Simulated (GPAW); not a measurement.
Ti3Se:

```
Se Ti
1.0
     3.19745    0.00000    0.00000
    -1.59872    2.76907    0.00000
     0.00000    0.00000    7.94275
Se Ti
1 3
Direct
  0.00000 0.00000 0.00000
  0.66667 0.33333 0.50000
  0.33333 0.66667 0.77290
  0.33333 0.66667 0.22710
```

The cell comes from a database or a generator and needn't be the stable form of this composition.

* Program: GPAW 26.7.0
* Task: relaxation of cell and atoms
* Functional: PBEsol
* Potentials or basis: PAW data sets generated in the run's folder for this functional
* Cutoff: 600 eV
* Basis: pw
* k mesh: 6 × 6 × 3
* Occupations: fermi-dirac, width 0.05 eV
* Spin: no spin polarisation

At the start: pressure -4.7 GPa; volume 17.58 Å³/atom.

Task: How do energy, volume and symmetry change on relaxing?

Result: Over 6 steps the energy falls by 7.8 meV/atom and the volume is 16.89 Å³/atom (-3.9 %); space group P-6m2 (No. 187, to 0.05 Å).

Step by step:
| step | energy change (eV) | largest force (eV/Å) | pressure (GPa) | volume (Å³) |
| --- | --- | --- | --- | --- |
| 1 | 0.0000 | 0.0909 | -4.66 | 70.32 |
| 2 | -0.0092 | 0.0600 | -4.06 | 69.94 |
| 3 | -0.0299 | 0.1281 | 0.05 | 67.59 |
| 4 | -0.0305 | 0.1024 | -0.10 | 67.65 |
| 5 | -0.0313 | 0.0193 | -0.21 | 67.64 |
| 6 | -0.0312 | 0.0032 | -0.09 | 67.55 |

Final structure:
```cif
data_structure
_symmetry_space_group_name_H-M 'P 1'
_symmetry_Int_Tables_number 1
_cell_length_a 3.1548
_cell_length_b 3.1548
_cell_length_c 7.8374
_cell_angle_alpha 90.000
_cell_angle_beta 90.000
_cell_angle_gamma 120.000
_cell_volume 67.55
loop_
_atom_site_label
_atom_site_type_symbol
_atom_site_fract_x
_atom_site_fract_y
_atom_site_fract_z
_atom_site_occupancy
Se1 Se 0.00000 0.00000 0.00000 1
Ti1 Ti 0.66667 0.33333 0.50000 1
Ti2 Ti 0.33333 0.66667 0.77244 1
Ti3 Ti 0.33333 0.66667 0.22756 1
```

Caveat: the k mesh is coarse (spacing up to 0.38 Å⁻¹), so the values aren't converged; later steps reuse the first step's grids.
